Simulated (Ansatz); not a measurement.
Write a Python script for Ansatz 0.2.0 through its Python package that makes a check of PAW against all-electron LAPW of HfN, space group Fm-3m. Settings (first run): PBE, PAW, the default cutoff (420 eV here), 11×11×11 k-points, Fermi-Dirac smearing of 0.05 eV.

```
Hf N
1.0
     0.00000    2.25600    2.25600
     2.25600    0.00000    2.25600
     2.25600    2.25600    0.00000
Hf N
1 1
Direct
  0.00000 0.00000 0.00000
  0.50000 0.50000 0.50000
```

Script `hfn_paw_lapw.py`:
```python
# -*- coding: utf-8 -*-
import ansatz as az
import numpy as np


def count_gap(report):
    # lowest empty less highest filled band, counting bands; zero where they overlap
    return max(report.get("gap_by_band_count_ev") or 0.0, 0.0)


def main():
    structure = (
        az.Lattice.from_parameters(3.190466, 3.190466, 3.190466, alpha=60.0, beta=60.0, gamma=60.0)
        .atom("Hf", [0.0, 0.0, 0.0])
        .atom("N", [0.5, 0.5, 0.5])
    )

    calc = (
        structure.calculation()
        .functional(az.Functional.PBE)
        .kpoints(spacing=0.24)
        .occupations("fermi_dirac", width=0.05)
        .stress()
        .forces()
        .band_table()
    )
    variants = {
        "PAW": calc.pseudopotentials("paw"),
        "LAPW": calc.pseudopotentials("all_electron", lapw=True),
    }
    rows = []
    for label, variant in variants.items():
        data = variant.run().report
        levels = np.array(data["eigenvalues_ev"][0]) - data["fermi_energy_ev"]
        print(label, "levels at the first k-point near E_F:", np.round(levels[np.abs(levels) < 5], 3))
        rows.append((label, data["n_electrons"], np.trace(data["stress_gpa"]) / 3, count_gap(data)))
    print("     treatment  electrons in bands           P GPa  gap by band count eV")
    for row in rows:
        print(f"{str(row[0]):>14s}  {row[1]:18.1f}  {row[2]:14.3f}  {row[3]:20.3f}")


if __name__ == "__main__":
    main()
```

Running `python hfn_paw_lapw.py` prints:
```text
DeckWarning: basis.ecutwfc = 420 eV, auto-derived from the records' recommended cutoffs: set by Hf (normal level)
PAW levels at the first k-point near E_F: [-2.901 -2.901 -2.901 -0.323 -0.323 -0.323  1.843  2.009]
LAPW levels at the first k-point near E_F: [-2.896 -2.896 -2.896 -0.326 -0.326 -0.326  1.845  2.005  2.005]
     treatment  electrons in bands           P GPa  gap by band count eV
           PAW                31.0           6.640                 0.000
          LAPW                51.0           6.704                 0.000
```
(Warnings from the package without file and line.)

PAW gives 6.640 GPa and LAPW 6.704 GPa, 0.06 GPa apart. They took 1.4 and 15.9 s of processor time.

What to keep in mind:
- Spin is left out of this run.
- The computed bands are complete only to about 2.0 eV above the Fermi level.
- The mesh is modest for a metal, so energies can be off by several to tens of meV an atom and pressures by half a GPa or more; differences at equal mesh fare better.
- A gap by band count of zero or less means overlapping bands, a metal, and at an odd count of electrons it is no gap at all.
- At these settings the cell as given stands under about 7 GPa, so it isn't at this functional's equilibrium volume.
- The starting cell is as deposited in a crystallographic database; the results hold for this polymorph, which needn't be the stable one.
- Levels are Kohn-Sham eigenvalues on this mesh, without spin-orbit coupling.
- Pressure is positive in compression; the treatments may keep other shells as core, so totals and counts of electrons can differ.
- By the engine's processor time: 17 s on 1 thread of Intel(R) Xeon(R) Processor @ 2.30GHz, on a shared host, peak memory 0.69 GiB.
